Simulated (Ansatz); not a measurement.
# ZnInGaO4: the cost of one run

Program: Ansatz 0.2.0. Level of theory: DFT PBE, scalar-relativistic, plane waves, PAW. These are calculated values, not measurements.

4 further runs of the same task are left out: 1 that didn't finish, 3 set aside as unsound or not needed. Runs told in other sessions of the task aren't counted.

## 1. The system as given

The structure is trigonal, space group R3m (No. 160). Conventional cell: a = 3.356 Å, b = 3.356 Å, c = 26.115 Å, α = 90.00°, β = 90.00°, γ = 120.00°. Around Zn (site symmetry 3m) lie 4 O at 2.00 to 2.02 Å. Around In (site symmetry 3m) lie 6 O at 2.22 Å. Around Ga (site symmetry 3m) lie 5 O at 1.94 to 2.00 Å. O (site symmetry 3m) is surrounded by 1 Zn at 2.00 Å and 3 In at 2.22 Å. O (site symmetry 3m) has 1 Ga at 1.98 Å and 3 In at 2.22 Å in its first shell of neighbours. O (site symmetry 3m) has 3 Ga at 1.94 Å in its first shell of neighbours. O (site symmetry 3m) is surrounded by 1 Ga at 2.00 Å and 3 Zn at 2.02 Å.

Coordinates:

```cif
data_structure
_symmetry_space_group_name_H-M 'P 1'
_symmetry_Int_Tables_number 1
_cell_length_a 8.9178
_cell_length_b 8.9178
_cell_length_c 8.9178
_cell_angle_alpha 21.689
_cell_angle_beta 21.689
_cell_angle_gamma 21.689
_cell_volume 84.89
loop_
_atom_site_label
_atom_site_type_symbol
_atom_site_fract_x
_atom_site_fract_y
_atom_site_fract_z
_atom_site_occupancy
Zn1 Zn 0.21881 0.21881 0.21881 1
In1 In 0.00308 0.00308 0.00308 1
Ga1 Ga 0.78705 0.78705 0.78705 1
O1 O 0.29528 0.29528 0.29528 1
O2 O 0.71123 0.71123 0.71123 1
O3 O 0.12103 0.12103 0.12103 1
O4 O 0.86352 0.86352 0.86352 1
```

It goes back to an entry of the Materials Project, which need not be the stable form.

It is the result of an earlier relaxation at this level (volume 12.13 Å³/atom; gap on the mesh: 1.12 eV).

## 2. What is varied

Atoms count from 1 in the order of the input.

The energy is mapped over a free internal coordinate and the cell.

- shift of Ga3 along [0 0 1], its symmetry partners moved as symmetry demands (measured in the relaxed cell): 5 values from −0.233 to 0.233 Å
- c/a of the conventional cell at fixed volume: 5 values from 6.23 to 9.34

Nothing else is relaxed (all other coordinates fixed). Energies count from the relaxed crystal. Points are written as (first, second).

## 3. The run at (−0.233 Å, 9.34)

input.yaml

```yaml
crystal:
  lattice:
    - [1.5789325161, 0.9115971132, 9.8299075346]
    - [-1.5789325161, 0.9115971132, 9.8299075346]
    - [0.0, -1.8231942264, 9.8299075346]
  atoms:
    - { symbol: Zn, position: [0.2188097768, 0.2188097768, 0.2188097768] }
    - { symbol: In, position: [0.0030792351, 0.0030792351, 0.0030792351] }
    - { symbol: Ga, position: [0.7959681347, 0.7959681347, 0.7959681347] }
    - { symbol: O, position: [0.2952832344, 0.2952832344, 0.2952832344] }
    - { symbol: O, position: [0.7112334344, 0.7112334344, 0.7112334344] }
    - { symbol: O, position: [0.1210293613, 0.1210293613, 0.1210293613] }
    - { symbol: O, position: [0.8635200593, 0.8635200593, 0.8635200593] }
basis:
  ecutwfc: 520.0
kpoints:
  mp_grid: { grid: [9, 9, 9] }
hamiltonian:
  xc: pbe
  pseudopotentials: { kind: paw, azcp: { folder: soft_1 } }
scf:
  occupations: { method: gaussian, width: 0.05 }
output:
  forces: true
  stress: true
  eigenvalues: true
```

The run is started by

```sh
ansatz run input.yaml --threads 2 --pin off --max-ram 4096MiB --backend cpu --events-out ev --progress --plain --runs-dir out
```

**Question.** How long does this run take on 2 threads of Arm Neoverse N1, shared host, and how much memory does it need?

About 46 s, with a peak of 0.56 GiB.
